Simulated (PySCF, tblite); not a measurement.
**C5H14B2Si: geometry, infrared bands and NMR shifts**

Aim: predict the infrared bands and NMR shifts of C5H14B2Si (`BC[C@@H]1[C@@H](B)[C@H]1C[SiH3]`).

The runs use tblite 0.8.0 and PySCF 2.14.0, with density-fitted response routines of our own; the level of theory stands in each step. All values are computed, except where a source is named. Atoms count from 0, in the outputs and in this text.

### 1 Starting geometry

22 atoms, charge 0, multiplicity 1; geometry from: force field or distance geometry start.

Bonds of the start (Å): B0–C1 1.57, C1–C2 1.51, C2–C3 1.50, C3–B4 1.59, C3–C5 1.52, C5–C6 1.53, C6–Si7 1.87, C5–C2 1.47, B0–H8 1.19, B0–H9 1.22, C1–H10 1.10, C1–H11 1.13, C2–H12 1.11, C3–H13 1.10, B4–H14 1.18, B4–H15 1.17, C5–H16 1.11, C6–H17 1.10, C6–H18 1.13, Si7–H19 1.46, Si7–H20 1.46, Si7–H21 1.47.

### 2 Relaxing the molecule with GFN2-xTB

Job settings and geometry (Å):

```
{"job": {"kind": "relax", "xc": "GFN2-xTB", "basis": "xTB"}, "charge": 0, "multiplicity": 1}
B     -3.141800     1.336000    -0.315400
C     -2.197000     0.538600     0.649700
C     -1.038800    -0.122100    -0.048400
C     -0.133900    -0.879500     0.871500
B      0.300900    -2.321100     0.364500
C      0.349900     0.347700     0.108500
C      1.390100    -0.050900    -0.937900
Si     3.079500     0.643000    -0.528100
H     -2.723700     2.241100    -0.969100
H     -4.256800     1.546100     0.119700
H     -1.911700     1.175800     1.496500
H     -2.825900    -0.293800     1.080200
H     -1.324400    -0.644000    -0.984900
H     -0.229200    -0.730700     1.961100
H      0.006100    -2.597800    -0.745400
H      1.007600    -2.962800     1.041600
H      0.536600     1.286300     0.680200
H      1.044900     0.217300    -1.952600
H      1.493800    -1.171200    -0.950400
H      4.081900    -0.394100    -0.766100
H      3.151200     1.082000     0.860500
H      3.330300     1.773600    -1.437200
```

Run with:

```bash
$ OMP_NUM_THREADS=1 python probes_run.py task.json out
```

This one command runs all jobs of the session in turn.

**Question.** This job is followed by: GFN2-xTB harmonic vibrations, gas phase; GIAO PBE0/pcSseg-1 NMR shielding, non-relativistic, gas phase. What will the session give for the following? strongest single infrared mode (GFN2-xTB); zero-point energy (GFN2-xTB); ¹³C shifts against TMS (PBE0/pcSseg-1); ¹H shifts against TMS (PBE0/pcSseg-1, means over atoms taken as alike); ¹¹B shifts against BF3·OEt2 (PBE0/pcSseg-1); ²⁹Si shifts against TMS (PBE0/pcSseg-1).

As calculated:

| quantity | value |
| --- | --- |
| strongest single infrared mode (GFN2-xTB) | 797 cm⁻¹, 430 km/mol |
| zero-point energy (GFN2-xTB) | 106.5 kcal/mol |
| ¹³C shifts against TMS (PBE0/pcSseg-1) | 44.9, 44.3, 41.1, 37.2, 16.0 ppm |
| ¹H shifts against TMS (PBE0/pcSseg-1, means over atoms taken as alike) | 8.21, 7.51, 3.60, 2.20, 2.16, 1.53, 1.42, 1.41, 1.27, 1.09 ppm |
| ¹¹B shifts against BF3·OEt2 (PBE0/pcSseg-1) | 92.6, 83.0 ppm |
| ²⁹Si shifts against TMS (PBE0/pcSseg-1) | -67.0 ppm |

**Reading.** The optimisation took 192 steps and gained 0.990 eV; among the close pairs (by a distance rule), C3–B4 changed most, from 1.589 to 1.530 Å. All 60 modes are real, so the xTB geometry is a minimum. The strongest single mode, at 797 cm⁻¹, is spread over several atoms, H21, Si7, H20, C6 among them. GFN2-xTB is a fitted tight-binding method: band positions and strengths are rough. Its intensities can rank the bands wrongly.
